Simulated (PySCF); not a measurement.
# F2Zn in PySCF: notebook

Aim: see how the results for F2Zn move with the level of theory and the settings. Levels: HF, PBE, PBE0. Tasks: MP2 correlation energy, RPA correlation energy, G0W0 quasiparticle levels.

Everything below comes from runs of PySCF 2.14.0. Logs are shortened: lines on timing, memory, paths and dates and some standing lists are left out, and cuts for length are marked.

## Step 1: The structure

The cell holds a molecule in a box, 3 atoms: a = 12.000 Å, b = 11.000 Å, c = 11.000 Å, α = 90.00°, β = 90.00°, γ = 90.00°.

## Step 2: MP2 correlation energy, HF

Contents of run.py:

```python
import json
import numpy as np
from pyscf.pbc import gto, scf, dft, df
from pyscf.pbc.tools import pyscf_ase
from ase import Atoms

atoms = Atoms(['F', 'Zn', 'F'],
              cell=[[12.0, 0.0, 0.0], [0.0, 11.0, 0.0], [0.0, 0.0, 11.0]],
              scaled_positions=[[0.38430833, 0.5696, 0.44008636], [0.501075, 0.50188182, 0.50307727], [0.61785833, 0.43421818, 0.56609545]],
              pbc=True)
cell = pyscf_ase.cell_from_ase(atoms)
cell.basis = '6-31g*'
cell.exp_to_discard = 0
cell.precision = 1e-08
cell.max_memory = 2520  # MB
cell.verbose = 4
cell.build()

res = {}
kpts = cell.make_kpts([1, 1, 1])
mf = scf.KRHF(cell, kpts, exxdiv='ewald')
mf = mf.density_fit()
mf.with_df._cderi = 'cderi.h5'  # three-centre integrals saved by an earlier run on this cell, basis and mesh
mf.conv_tol = 1e-08
mf.max_cycle = 60

mf.kernel()
res.update(converged=bool(mf.converged), e_tot=mf.e_tot, nelec=cell.nelectron, nao=cell.nao, mesh=list(map(int, cell.mesh)), a=cell.lattice_vectors().tolist(), coords=cell.atom_coords().tolist(),
           mo_energy=[np.real(x).tolist() for x in mf.mo_energy], mo_occ=[np.real(x).tolist() for x in mf.mo_occ])
import h5py
print('fit functions by k pair:', sorted({v['0'].shape[0] for v in h5py.File(mf.with_df._cderi)['j3c'].values()}))
res.update(kpts=cell.get_scaled_kpts(kpts).tolist())
res['parts'] = {k: float(np.real(v)) for k, v in mf.scf_summary.items() if np.isscalar(v)}
json.dump(res, open('results.json', 'w'))
if not mf.converged:
    raise SystemExit('SCF not converged')

print('levels (eV)')
for i, kp in enumerate(res['kpts'][:40]):
    print('k %7.4f %7.4f %7.4f  ' % tuple(kp), ' '.join('%.3f' % (x * 27.211386) for x in res['mo_energy'][i][:29]))

# Mulliken populations
dm, s = np.asarray(mf.make_rdm1()), np.asarray(mf.get_ovlp())
sites = cell.aoslice_by_atom()[:, 2:]
tot = np.einsum('kij,kji->i', dm, s).real / len(kpts)
res['mulliken'] = [cell.atom_charge(i) - tot[a0:a1].sum() for i, (a0, a1) in enumerate(sites)]
print('Mulliken charges', np.round(res['mulliken'], 5))

from pyscf.pbc import mp
pt = mp.KMP2(mf, frozen=7)
pt.kernel(with_t2=False)
res.update(e_corr=pt.e_corr, e_ss=getattr(pt, 'e_corr_ss', None), e_os=getattr(pt, 'e_corr_os', None))
res['done'] = True
json.dump(res, open('results.json', 'w'))
```

Potentials or basis: 6-31g* (all-electron).

On the command line:

```console
$ OMP_NUM_THREADS=2 python -u run.py > log
```

What it wrote:

```text
Discarded 0 diffused primitive functions, 0 contracted functions

PySCF version 2.14.0

[INPUT] verbose = 4
[INPUT] num. atoms = 3
[INPUT] num. electrons = 48
[INPUT] charge = 0
[INPUT] spin (= nelec alpha-beta = 2S) = 0
[INPUT] symmetry False subgroup None
[INPUT] Mole.unit = angstrom
[INPUT] Symbol           X                Y                Z      unit          X                Y                Z       unit  Magmom
[INPUT]  1 F      4.611699960000   6.265600000000   4.840949960000 AA    8.714849893068  11.840268006075   9.148069607124 Bohr   0.0
[INPUT]  2 Zn     6.012900000000   5.520700020000   5.533849970000 AA   11.362734214397  10.432611053681  10.457460857733 Bohr   0.0
[INPUT]  3 F      7.414299960000   4.776399980000   6.227049950000 AA   14.010996329774   9.026087823578  11.767418969487 Bohr   0.0

nuclear repulsion = 26.7442907470845
number of shells = 24
number of NR pGTOs = 151
number of NR cGTOs = 62
basis = 6-31g*
ecp = {}
lattice vectors  a1 [22.676713495, 0.000000000, 0.000000000]
                 a2 [0.000000000, 20.786987370, 0.000000000]
                 a3 [0.000000000, 0.000000000, 20.786987370]
dimension = 3
low_dim_ft_type = None
Cell volume = 9798.58
exp_to_discard = 0
rcut = 33.610568844932324 (nimgs = [2 2 2])
precision = 1e-08
pseudo = None
ke_cutoff = 5360690.778219671
    = [23637 21667 21667] mesh (11096599759293 PWs)

******** <class 'pyscf.pbc.scf.khf.KRHF'> ********
method = KRHF
initial guess = minao
damping factor = 0
level_shift factor = 0
DIIS = <class 'pyscf.scf.diis.CDIIS'>
diis_start_cycle = 1
diis_space = 8
diis_damp = 0
SCF conv_tol = 1e-08
SCF conv_tol_grad = None
SCF max_cycles = 60
direct_scf = True
direct_scf_tol = 1e-13

******** PBC SCF flags ********
N kpts = 1
Exchange divergence treatment (exxdiv) = ewald
    madelung (= occupied orbital energy shift) = 0.13224932910137915
    Total energy shift due to Ewald probe charge = -1/2 * Nelec*madelung = -3.17398389843
DF object = <pyscf.pbc.df.df.GDF object>
Set gradient conv threshold to 0.0001

******** <class 'pyscf.pbc.df.rsdf_builder._RSNucBuilder'> ********
mesh = [43 41 41] (72283 PWs)
ke_cutoff = 16.92809565338868
omega = 0.5036210899858896
exclude_d_aux = False
exclude_dd_block = True
j2c_eig_always = False
has_long_range = True
init E= -1977.53094235706
  HOMO = -0.572624545934  LUMO = -0.0823230410559  gap/eV = 13.34178
cycle= 1 E= -1976.33947318149  delta_E= 1.19  |g|= 0.724  |ddm|= 1.49
  HOMO = -0.446059416568  LUMO = 0.0600331299239  gap/eV = 13.77148
cycle= 2 E= -1976.39436689047  delta_E= -0.0549  |g|= 0.489  |ddm|= 0.685
  HOMO = -0.545488965179  LUMO = 0.0589997439645  gap/eV = 16.44898
cycle= 3 E= -1976.42882518759  delta_E= -0.0345  |g|= 0.0376  |ddm|= 0.246
  HOMO = -0.544047331243  LUMO = 0.0621674538947  gap/eV = 16.49594
cycle= 4 E= -1976.42912670979  delta_E= -0.000302  |g|= 0.015  |ddm|= 0.0403
  HOMO = -0.542089284731  LUMO = 0.0630847075418  gap/eV = 16.46762
cycle= 5 E= -1976.42917445265  delta_E= -4.77e-05  |g|= 0.00497  |ddm|= 0.0152
  HOMO = -0.542500232955  LUMO = 0.0629473360908  gap/eV = 16.47507
cycle= 6 E= -1976.42918049098  delta_E= -6.04e-06  |g|= 0.00118  |ddm|= 0.00593
  HOMO = -0.542518790709  LUMO = 0.0629513108788  gap/eV = 16.47568
cycle= 7 E= -1976.42918123544  delta_E= -7.44e-07  |g|= 0.000183  |ddm|= 0.00252
  HOMO = -0.542547214186  LUMO = 0.0629540754204  gap/eV = 16.47653
cycle= 8 E= -1976.42918125594  delta_E= -2.05e-08  |g|= 3.44e-05  |ddm|= 0.000381
  HOMO = -0.542553920705  LUMO = 0.0629557087603  gap/eV = 16.47676
cycle= 9 E= -1976.42918125683  delta_E= -8.89e-10  |g|= 9.03e-06  |ddm|= 6.63e-05
  HOMO = -0.542555010643  LUMO = 0.0629562395121  gap/eV = 16.47680
Extra cycle  E= -1976.42918125688  delta_E= -5.41e-11  |g|= 4.42e-06  |ddm|= 1.19e-05
converged SCF energy = -1976.42918125688
fit functions by k pair: [490]
levels (eV)
k  0.0000  0.0000  0.0000   -9614.952 -1208.751 -1060.974 -1060.974 -1060.815 -712.988 -712.988 -154.752 -106.006 -106.006 -105.852 -40.141 -39.862 -22.464 -22.463 -22.390 -22.390 -22.176 -15.456 -15.406 -15.405 -15.254 -14.764 -14.764 1.713 2.564 2.566 4.983 8.767
Mulliken charges [-0.65965  1.3193  -0.65965]

******** <class 'pyscf.pbc.mp.kmp2.KMP2'> ********
nkpts = 1
nocc = 17
nmo = 55
with_df_ints = True
frozen orbitals = 7
E(KMP2) = -1977.07979461981  E_corr = -0.65061336292889
E(SCS-KMP2) = -1977.03160799318  E_corr = -0.60242673629809
E_corr(same-spin) = -0.205741499096052
E_corr(oppo-spin) = -0.444871863832838
```

It took 8.6 s on 2 threads of Intel Xeon at 2.70GHz, shared host; peak memory 1.9 GiB.

What came out:

| Quantity | Value |
| --- | --- |
| Free energy | -53781.3778 eV |
| Gap between the frontier levels | 16.48 eV |
| Mulliken charges | F -0.66; Zn +1.32 e |
| MP2 correlation energy per cell | -17.704 eV |

Caveat: the basis is small and the box finite, so much correlation energy is missing and levels can be off by tenths of an eV; Mulliken charges move with the basis; this is a molecule in a periodic box at the Γ point, so its band gap is the HOMO-LUMO gap; total energy, band gap and charges are those of the mean-field reference; the basis of atomic orbitals isn't converged, which shifts pressures, moduli and gaps.

## Step 3: RPA correlation energy, PBE

run.py: that of step 2 with these lines changed.

```diff
@@ -20,3 +20,3 @@
 kpts = cell.make_kpts([1, 1, 1])
-mf = scf.KRHF(cell, kpts, exxdiv='ewald')
+mf = dft.KRKS(cell, kpts, xc='pbe')
 mf = mf.density_fit()
@@ -48,6 +48,9 @@
 
-from pyscf.pbc import mp
-pt = mp.KMP2(mf, frozen=7)
-pt.kernel(with_t2=False)
-res.update(e_corr=pt.e_corr, e_ss=getattr(pt, 'e_corr_ss', None), e_os=getattr(pt, 'e_corr_os', None))
+from pyscf.pbc.gw.krpa import KRPA
+rpa = KRPA(mf, frozen=7)
+rpa.kernel()
+res.update(e_corr=rpa.e_corr, e_hf=rpa.e_hf, e_rpa=rpa.e_tot)
+rpa.fc = True  # again, with the correction for q -> 0
+rpa.kernel()
+res['e_corr_fc'] = rpa.e_corr
 res['done'] = True
```

Potentials or basis: 6-31g* (all-electron).

On the command line:

```console
$ OMP_NUM_THREADS=2 python -u run.py > log
```

What it wrote:

```text
Discarded 0 diffused primitive functions, 0 contracted functions

PySCF version 2.14.0

[INPUT] verbose = 4
[INPUT] num. atoms = 3
[INPUT] num. electrons = 48
[INPUT] charge = 0
[INPUT] spin (= nelec alpha-beta = 2S) = 0
[INPUT] symmetry False subgroup None
[INPUT] Mole.unit = angstrom
[INPUT] Symbol           X                Y                Z      unit          X                Y                Z       unit  Magmom
[INPUT]  1 F      4.611699960000   6.265600000000   4.840949960000 AA    8.714849893068  11.840268006075   9.148069607124 Bohr   0.0
[INPUT]  2 Zn     6.012900000000   5.520700020000   5.533849970000 AA   11.362734214397  10.432611053681  10.457460857733 Bohr   0.0
[INPUT]  3 F      7.414299960000   4.776399980000   6.227049950000 AA   14.010996329774   9.026087823578  11.767418969487 Bohr   0.0

nuclear repulsion = 26.7442907470845
number of shells = 24
number of NR pGTOs = 151
number of NR cGTOs = 62
basis = 6-31g*
ecp = {}
lattice vectors  a1 [22.676713495, 0.000000000, 0.000000000]
                 a2 [0.000000000, 20.786987370, 0.000000000]
                 a3 [0.000000000, 0.000000000, 20.786987370]
[... 74 lines left out ...]
nelec by numeric integration = 48.00000281213367
cycle= 7 E= -1978.33480294686  delta_E= -2.32e-07  |g|= 0.000377  |ddm|= 0.000685
  HOMO = -0.266590874145  LUMO = -0.0740195840651  gap/eV = 5.24013
nelec by numeric integration = 48.00000281197053
cycle= 8 E= -1978.33480295881  delta_E= -1.19e-08  |g|= 0.000274  |ddm|= 0.000343
  HOMO = -0.266589479774  LUMO = -0.0740129666308  gap/eV = 5.24027
nelec by numeric integration = 48.00000281190074
cycle= 9 E= -1978.3348029723  delta_E= -1.35e-08  |g|= 2.64e-05  |ddm|= 0.000172
  HOMO = -0.266589894675  LUMO = -0.0740120197164  gap/eV = 5.24031
nelec by numeric integration = 48.00000281185887
cycle= 10 E= -1978.33480297241  delta_E= -1.1e-10  |g|= 2.47e-06  |ddm|= 1.79e-05
  HOMO = -0.266589470597  LUMO = -0.0740120413463  gap/eV = 5.24030
nelec by numeric integration = 48.000002811869344
Extra cycle  E= -1978.3348029724  delta_E= 5.23e-12  |g|= 5.99e-06  |ddm|= 5.05e-06
converged SCF energy = -1978.3348029724
fit functions by k pair: [490]
levels (eV)
k  0.0000  0.0000  0.0000   -9407.628 -1134.665 -1000.591 -1000.583 -1000.582 -658.744 -658.742 -125.987 -83.334 -83.334 -83.332 -27.191 -26.939 -12.131 -11.226 -11.224 -10.794 -10.793 -8.999 -8.564 -8.137 -8.136 -7.254 -7.254 -2.014 -0.097 -0.096 2.108 4.073
Mulliken charges [-0.44247  0.88495 -0.44247]

******** <class 'pyscf.pbc.gw.krpa.KRPA'> ********
method = KRPA
RPA nocc = 17, nvir = 38, nkpts = 1
frozen orbitals = 7
grid type = legendre
outcore mode = False
RPA finite size corrections = False
ACFD exchange energy = False

******** <class 'pyscf.pbc.gw.krpa.KRPA'> ********
method = KRPA
RPA nocc = 17, nvir = 38, nkpts = 1
frozen orbitals = 7
grid type = legendre
outcore mode = False
RPA finite size corrections = True
ACFD exchange energy = False
```

It took 37 s on 2 threads of Intel Xeon at 2.70GHz, shared host; peak memory 1.9 GiB.

Results:

* Free energy: -53833.2324 eV
* Gap between the frontier levels, mean-field level: 5.24 eV
* Mulliken charges: F -0.44; Zn +0.88 e
* RPA correlation energy: -8.001 eV/atom
* RPA correlation energy per cell: -24.003 eV

Caveat: the basis is small and the box finite, so much correlation energy is missing and levels can be off by tenths of an eV; Mulliken charges move with the basis; this is a molecule in a periodic box at the Γ point, so its band gap is the HOMO-LUMO gap; total energy, band gap and charges are those of the mean-field reference; the basis of atomic orbitals isn't converged, which shifts pressures, moduli and gaps.

## Step 4: G0W0 quasiparticle levels, PBE0

run.py: that of step 3 with these lines changed.

```diff
@@ -20,3 +20,3 @@
 kpts = cell.make_kpts([1, 1, 1])
-mf = dft.KRKS(cell, kpts, xc='pbe')
+mf = dft.KRKS(cell, kpts, xc='pbe0', exxdiv='ewald')
 mf = mf.density_fit()
@@ -48,9 +48,9 @@
 
-from pyscf.pbc.gw.krpa import KRPA
-rpa = KRPA(mf, frozen=7)
-rpa.kernel()
-res.update(e_corr=rpa.e_corr, e_hf=rpa.e_hf, e_rpa=rpa.e_tot)
-rpa.fc = True  # again, with the correction for q -> 0
-rpa.kernel()
-res['e_corr_fc'] = rpa.e_corr
+from pyscf.pbc.gw.krgw_ac import KRGWAC
+gw = KRGWAC(mf, frozen=7)
+gw.fc = True
+orbs = list(range(21, 27))
+gw.kernel(orbs=orbs)
+res['orbs'] = orbs
+res['qp'] = np.asarray(gw.mo_energy).real.tolist()
 res['done'] = True
```

Potentials or basis: 6-31g* (all-electron).

On the command line:

```console
$ OMP_NUM_THREADS=2 python -u run.py > log
```

What it wrote:

```text
Discarded 0 diffused primitive functions, 0 contracted functions

PySCF version 2.14.0

[INPUT] verbose = 4
[INPUT] num. atoms = 3
[INPUT] num. electrons = 48
[INPUT] charge = 0
[INPUT] spin (= nelec alpha-beta = 2S) = 0
[INPUT] symmetry False subgroup None
[INPUT] Mole.unit = angstrom
[INPUT] Symbol           X                Y                Z      unit          X                Y                Z       unit  Magmom
[INPUT]  1 F      4.611699960000   6.265600000000   4.840949960000 AA    8.714849893068  11.840268006075   9.148069607124 Bohr   0.0
[INPUT]  2 Zn     6.012900000000   5.520700020000   5.533849970000 AA   11.362734214397  10.432611053681  10.457460857733 Bohr   0.0
[INPUT]  3 F      7.414299960000   4.776399980000   6.227049950000 AA   14.010996329774   9.026087823578  11.767418969487 Bohr   0.0

nuclear repulsion = 26.7442907470845
number of shells = 24
number of NR pGTOs = 151
number of NR cGTOs = 62
basis = 6-31g*
ecp = {}
lattice vectors  a1 [22.676713495, 0.000000000, 0.000000000]
                 a2 [0.000000000, 20.786987370, 0.000000000]
                 a3 [0.000000000, 0.000000000, 20.786987370]
dimension = 3
low_dim_ft_type = None
Cell volume = 9798.58
exp_to_discard = 0
rcut = 33.610568844932324 (nimgs = [2 2 2])
precision = 1e-08
pseudo = None
ke_cutoff = 5360690.778219671
    = [23637 21667 21667] mesh (11096599759293 PWs)

******** <class 'pyscf.pbc.dft.krks.KRKS'> ********
method = KRKS
initial guess = minao
damping factor = 0
level_shift factor = 0
DIIS = <class 'pyscf.scf.diis.CDIIS'>
diis_start_cycle = 1
diis_space = 8
diis_damp = 0
SCF conv_tol = 1e-08
SCF conv_tol_grad = None
SCF max_cycles = 60
direct_scf = True
direct_scf_tol = 1e-13

******** PBC SCF flags ********
N kpts = 1
Exchange divergence treatment (exxdiv) = ewald
    madelung (= occupied orbital energy shift) = 0.13224932910137915
    Total energy shift due to Ewald probe charge = -1/2 * Nelec*madelung = -3.17398389843
DF object = <pyscf.pbc.df.df.GDF object>
XC functionals = pbe0
small_rho_cutoff = 0
radial grids:
    Treutler-Ahlrichs [JCP 102, 346 (1995); DOI:10.1063/1.469408] (M4) radial grids

becke partition: Becke, JCP 88, 2547 (1988); DOI:10.1063/1.454033
pruning grids: <function nwchem_prune>
grids dens level: 3
symmetrized grids: False
atomic radii adjust function: <function treutler_atomic_radii_adjust>
Set gradient conv threshold to 0.0001

******** <class 'pyscf.pbc.df.rsdf_builder._RSNucBuilder'> ********
mesh = [43 41 41] (72283 PWs)
ke_cutoff = 16.92809565338868
omega = 0.5036210899858896
exclude_d_aux = False
exclude_dd_block = True
j2c_eig_always = False
has_long_range = True
tot grids = 49164
cell vol = 9798.58169  sum(weights) = 9794.70476
nelec by numeric integration = 48.00000265397709
init E= -1979.62910416379
  HOMO = -0.335886924571  LUMO = -0.0802577608441  gap/eV = 6.95602
nelec by numeric integration = 48.00000157881593
cycle= 1 E= -1978.20097509885  delta_E= 1.43  |g|= 0.999  |ddm|= 1.51
  HOMO = -0.187149544349  LUMO = -0.0227587793011  gap/eV = 4.47330
nelec by numeric integration = 48.000005267973336
cycle= 2 E= -1977.78929677562  delta_E= 0.412  |g|= 1.89  |ddm|= 1.72
  HOMO = -0.354794758899  LUMO = -0.0481366223805  gap/eV = 8.34459
nelec by numeric integration = 48.0000028496639
cycle= 3 E= -1978.36349642521  delta_E= -0.574  |g|= 0.0688  |ddm|= 1.13
  HOMO = -0.338168385015  LUMO = -0.0383355513461  gap/eV = 8.15887
nelec by numeric integration = 48.00000249330166
cycle= 4 E= -1978.36375465353  delta_E= -0.000258  |g|= 0.0665  |ddm|= 0.0694
  HOMO = -0.342295127086  LUMO = -0.0395162738618  gap/eV = 8.23903
nelec by numeric integration = 48.00000269109579
cycle= 5 E= -1978.36421475716  delta_E= -0.00046  |g|= 0.00266  |ddm|= 0.0253
  HOMO = -0.342689289972  LUMO = -0.0395986779535  gap/eV = 8.24752
nelec by numeric integration = 48.000002693594126
cycle= 6 E= -1978.36421592809  delta_E= -1.17e-06  |g|= 0.000727  |ddm|= 0.0016
  HOMO = -0.342751007033  LUMO = -0.0395675497879  gap/eV = 8.25004
nelec by numeric integration = 48.00000269605595
cycle= 7 E= -1978.36421599995  delta_E= -7.19e-08  |g|= 0.000155  |ddm|= 0.000425
  HOMO = -0.342757236006  LUMO = -0.0395755993857  gap/eV = 8.24999
nelec by numeric integration = 48.000002696655045
cycle= 8 E= -1978.3642160028  delta_E= -2.85e-09  |g|= 2.05e-05  |ddm|= 0.000113
  HOMO = -0.342757364461  LUMO = -0.0395753132882  gap/eV = 8.25000
nelec by numeric integration = 48.00000269670181
Extra cycle  E= -1978.36421600266  delta_E= 1.36e-10  |g|= 3.54e-05  |ddm|= 3.19e-05
converged SCF energy = -1978.36421600266
fit functions by k pair: [490]
levels (eV)
k  0.0000  0.0000  0.0000   -9459.377 -1153.380 -1015.847 -1015.847 -1015.790 -672.334 -672.332 -133.478 -89.300 -89.299 -89.196 -30.614 -30.351 -14.694 -14.261 -14.260 -13.983 -13.982 -10.717 -10.426 -10.117 -10.117 -9.327 -9.327 -1.077 0.611 0.612 2.860 5.074
Mulliken charges [-0.51311  1.02624 -0.51313]

******** <class 'pyscf.pbc.gw.krgw_ac.KRGWAC'> ********
method = KRGWAC
GW nocc = 17, nvir = 38, nkpts = 1
frozen orbitals = 7
orbital list = [21, 22, 23, 24, 25, 26]
off-diagonal self-energy = False
GW density matrix = False
density-fitting for exchange = False
outcore for self-energy= False
finite size corrections = True
grids for finite size corrections = False
broadening parameter = 5.000e-03
number of grids = 100
analytic continuation method = pade
imaginary frequency cutoff = 5.0
Pade points = 18
Pade step ratio = 0.667
use perturbative linearized QP eqn = False
QPE max iter = 100
QPE tolerance = 1.0e-06

WARN: GW QP energies may not be sorted from min to max
```

Run time: 28 s. Hardware: 2 threads of Intel Xeon at 2.70GHz, shared host; peak memory 1.9 GiB.

What came out:

* Free energy: -53834.0328 eV
* Gap between the frontier levels, mean-field level: 8.25 eV
* Mulliken charges: F -0.51; Zn +1.03 e
* Quasiparticle gap: 12.88 eV

Levels at points of the mesh, in eV from the valence-band top:
| k point | band 21 | band 22 | band 23 | band 24 | band 25 | band 26 |
| --- | --- | --- | --- | --- | --- | --- |
| (0.00, 0.00, 0.00) | -0.79 | -0.79 | 0.00 | 0.00 | 8.25 | 9.94 |

Caveat: the basis is small and the box finite, so much correlation energy is missing and levels can be off by tenths of an eV; Mulliken charges move with the basis; this is a molecule in a periodic box at the Γ point, so its band gap is the HOMO-LUMO gap; total energy, band gap and charges are those of the mean-field reference; the basis of atomic orbitals isn't converged, which shifts pressures, moduli and gaps.
